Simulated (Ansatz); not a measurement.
# Rb on Al (Aluminum) (111)

One table from this session's results is given with a row withheld; the runs are named, their logs left out.

Computed with Ansatz 0.2.0 (DFT LDA, scalar-relativistic, plane waves, PAW, unless a step's input says otherwise).

1 further run of the same task is left out (set aside as unsound or not needed).

### The structure to begin with

It takes space group Fm-3m (No. 225, cubic). The conventional cell has a = 3.984 Å, b = 3.984 Å, c = 3.984 Å, α = 90.00°, β = 90.00°, γ = 90.00°. Around Al (site symmetry m-3m) lie 12 Al at 2.82 Å.

As a file:

```
CELL_PARAMETERS angstrom
0.00000 1.99181 1.99181
1.99181 0.00000 1.99181
1.99181 1.99181 0.00000
ATOMIC_POSITIONS crystal
Al 0.00000 0.00000 0.00000
```

It is the result of an earlier relaxation at this level (volume 15.80 Å³/atom; gap on the mesh: none (metal)).

A (111) slab, 6.9 Å thick as cut, with 17 Å of vacuum; its outer planes are Al (top) and Al (bottom).

The slab as cut. Layers, bottom to top:

```tsv
plane	atoms per cell	height over the lowest (Å)
1	Al3	0.00
2	Al3	2.30
3	Al3	4.60
4	Al3	6.90
```

The first run:

Miller indices refer to the conventional cell of the relaxed bulk, Fm-3m (No. 225): a = 3.984 Å, b = 3.984 Å, c = 3.984 Å, α = 90.00°, β = 90.00°, γ = 90.00°.

input.yaml

```yaml
crystal:
  lattice:
    - [4.8789171103, 0.0, 0.0]
    - [-2.4394585552, 4.2252661605, 0.0]
    - [0.0, 0.0, 23.8998307471]
  atoms:
    - { symbol: Al, position: [0.0, 0.3333333333, 0.3556510542] }
    - { symbol: Al, position: [0.3333333333, 0.0, 0.3556510542] }
    - { symbol: Al, position: [0.6666666667, 0.6666666667, 0.3556510542] }
    - { symbol: Al, position: [0.3333333333, 0.3333333333, 0.4518836847] }
    - { symbol: Al, position: [0.6666666667, 0.0, 0.4518836847] }
    - { symbol: Al, position: [0.0, 0.6666666667, 0.4518836847] }
    - { symbol: Al, position: [0.6666666667, 0.3333333333, 0.5481163153] }
    - { symbol: Al, position: [0.0, 0.0, 0.5481163153] }
    - { symbol: Al, position: [0.3333333333, 0.6666666667, 0.5481163153] }
    - { symbol: Al, position: [0.0, 0.3333333333, 0.6443489458] }
    - { symbol: Al, position: [0.3333333333, 0.0, 0.6443489458] }
    - { symbol: Al, position: [0.6666666667, 0.6666666667, 0.6443489458] }
basis:
  ecutwfc: 420
kpoints:
  mp_grid: { grid: [6, 6, 1] }
hamiltonian:
  xc: lda
scf:
  occupations: { method: gaussian, width: 0.1 }
output:
  forces: true
  eigenvalues: true
  write_density: true
  write_potential: true
  elf: true
  volumetric_format: npy
relax:
  adjacent_minimum: "off"
  f_tol: 0.03
  max_steps: 70
  constraints: [{ sites: [0, 1, 2, 3, 4, 5] }]
efield:
  axis: 3
  dipole_correction: true
```

Launch:

```
$ ansatz run input.yaml --threads 1 --pin off --max-ram 2560MiB --backend cpu --events-out ev --progress --plain --runs-dir out
```

Steps of the session up to this table: The clean surface, relaxed; Rb at the top (Al) site; Rb at the hollow (nearest Al) site; Rb put at a bridge (Al-Al) site; Rb put at a hollow (nearest Al) site.

One table of the session follows, with a row left open; its other results are not shown here.

It belongs to the step «Adsorption of Rb: the sites compared». 

| start | energy over the lowest (eV) | height (Å) | Δφ, top (eV) | Δ dipole (e·Å) |
| --- | --- | --- | --- | --- |
| top (Al) at (0.33, 0.00) | 0.00 | 2.90 | -1.90 | +0.218 |
| hollow (nearest Al) at (0.00, 0.67) | ? | ? | ? | ? |
| bridge (Al-Al) at (0.00, 0.83) | 0.02 | 3.05 | -1.78 | +0.209 |
| hollow (nearest Al) at (0.33, 0.67) | 0.02 | 3.13 | -1.77 | +0.208 |

Estimate the missing values for hollow (nearest Al) at (0.00, 0.67).

As computed: energy over the lowest (eV): 0.03; height (Å): 3.15; Δφ, top (eV): -1.76; Δ dipole (e·Å): +0.206. In the column «energy over the lowest (eV)» it is the highest.

To keep in mind: A start on a symmetric site keeps its symmetry, so an end may be a saddle point and not a minimum. In some runs the vacuum holds more charge than the dipole correction wants, so vacuum levels can be off. Warnings in the runs' records: xc potential rough in thin density, vacuum density over bound.
